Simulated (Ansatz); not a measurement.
# C9H21ClSi: how energies converge with the basis set

How large a basis does C9H21ClSi need? Two functionals are run in growing sets.

The runs use Ansatz 0.2.0, Gaussian basis; one geometry, several basis sets.

The runs, in order: PBE0-D4/def2-SVP; ωB97M-V/def2-SVP; PBE0-D4/def2-QZVPP; ωB97M-V/def2-QZVPP; the functionals' def2-TZVPP values are taken from earlier runs.

### Step 1. The geometry

An earlier PBE0-D4 in a triple-zeta def2 set relaxation fixed the geometry.

SMILES `CC(C)[Si](Cl)(C(C)C)C(C)C`, 32 atoms, charge 0, spin multiplicity 1.

Atoms are counted from 1 here; the program's logs count them from 0.

Bond lengths: C1–C2 1.526 Å, C1–H12 1.091 Å, C1–H13 1.095 Å, C1–H14 1.093 Å, C2–C3 1.530 Å, C2–Si4 1.891 Å, C2–H15 1.098 Å, C3–H16 1.094 Å, C3–H17 1.095 Å, C3–H18 1.093 Å, Si4–Cl5 2.088 Å, Si4–C6 1.885 Å, Si4–C9 1.887 Å, C6–C7 1.526 Å, C6–C8 1.527 Å, C6–H19 1.099 Å, C7–H20 1.092 Å, C7–H21 1.093 Å and more. Angles: C2–C1–H12 111.9°, C2–C1–H13 110.3°, C2–C1–H14 111.7°, H12–C1–H13 108.1°, H12–C1–H14 107.4°, H13–C1–H14 107.3°, C1–C2–C3 110.8°, C1–C2–Si4 114.9°, C1–C2–H15 107.4°, C3–C2–Si4 110.9°, C3–C2–H15 107.8°, Si4–C2–H15 104.4°, C2–C3–H16 111.2°, C2–C3–H17 110.5°, C2–C3–H18 112.9°, H16–C3–H17 107.1°, H16–C3–H18 107.4°, H17–C3–H18 107.4° and more.

### Step 2. PBE0-D4 in def2-SVP

Input file in.yaml:

```yaml
crystal:
  periodic: [false, false, false]
  atoms:
    - {symbol: C, position_ang: [-2.025522, 1.560863, -1.409297]}
    - {symbol: C, position_ang: [-0.765203, 0.700897, -1.405149]}
    - {symbol: C, position_ang: [-1.033495, -0.660007, -2.050999]}
    - {symbol: Si, position_ang: [0.053963, 0.495597, 0.286869]}
    - {symbol: Cl, position_ang: [-0.230640, 2.258151, 1.368643]}
    - {symbol: C, position_ang: [-0.698986, -0.896568, 1.311162]}
    - {symbol: C, position_ang: [-2.192133, -0.703749, 1.562351]}
    - {symbol: C, position_ang: [0.049582, -1.097285, 2.626571]}
    - {symbol: C, position_ang: [1.925065, 0.292846, 0.148469]}
    - {symbol: C, position_ang: [2.332777, -1.055274, -0.443235]}
    - {symbol: C, position_ang: [2.587862, 1.443882, -0.601809]}
    - {symbol: H, position_ang: [-1.839415, 2.557796, -1.007760]}
    - {symbol: H, position_ang: [-2.406042, 1.671424, -2.430086]}
    - {symbol: H, position_ang: [-2.823205, 1.111928, -0.812000]}
    - {symbol: H, position_ang: [-0.011395, 1.218498, -2.013575]}
    - {symbol: H, position_ang: [-1.803042, -1.212831, -1.505078]}
    - {symbol: H, position_ang: [-1.393798, -0.533007, -3.076796]}
    - {symbol: H, position_ang: [-0.143769, -1.292711, -2.092769]}
    - {symbol: H, position_ang: [-0.569158, -1.801728, 0.700865]}
    - {symbol: H, position_ang: [-2.767109, -0.656938, 0.635105]}
    - {symbol: H, position_ang: [-2.380865, 0.219969, 2.115860]}
    - {symbol: H, position_ang: [-2.592270, -1.531882, 2.156305]}
    - {symbol: H, position_ang: [-0.005994, -0.200421, 3.249862]}
    - {symbol: H, position_ang: [1.106043, -1.329706, 2.473270]}
    - {symbol: H, position_ang: [-0.389940, -1.921682, 3.197307]}
    - {symbol: H, position_ang: [2.273610, 0.327464, 1.189196]}
    - {symbol: H, position_ang: [1.877564, -1.899433, 0.081315]}
    - {symbol: H, position_ang: [3.418684, -1.185054, -0.393963]}
    - {symbol: H, position_ang: [2.051638, -1.128523, -1.497638]}
    - {symbol: H, position_ang: [3.678032, 1.348084, -0.571768]}
    - {symbol: H, position_ang: [2.325825, 2.413891, -0.174018]}
    - {symbol: H, position_ang: [2.295434, 1.453307, -1.656112]}
basis:
  gaussian: {orbitals: def2-SVP}
hamiltonian: {xc: pbe0, dispersion: d4}
output: {orbitals: {seedname: orbitals}}
```

Run with:

```
$ ansatz run in.yaml --threads 11 --pin off --events-out ev --progress --plain --max-ram 174080MiB --backend cpu
```

Further steps of the session: ωB97M-V in def2-SVP; PBE0-D4 in def2-QZVPP; ωB97M-V in def2-QZVPP.

Before running them: what should the planned runs give, taken together? Wanted: PBE0-D4: double and triple zeta above quadruple; ωB97M-V: double and triple zeta above quadruple.

**Answer**, as computed:

| quantity | value |
| --- | --- |
| PBE0-D4: double and triple zeta above quadruple | 18.62, 1.18 eV |
| ωB97M-V: double and triple zeta above quadruple | 19.24, 1.13 eV |

**Reading.** For PBE0-D4 the step from double to triple zeta gains 17.44 eV and the next only 1.18 eV. These are total energies; as a rule much of such shifts cancels in differences, which this series doesn't test. The LUMO of ωB97M-V is positive and keeps falling with the basis (2.97 to 1.55 eV): an unbound level that the basis holds in place.
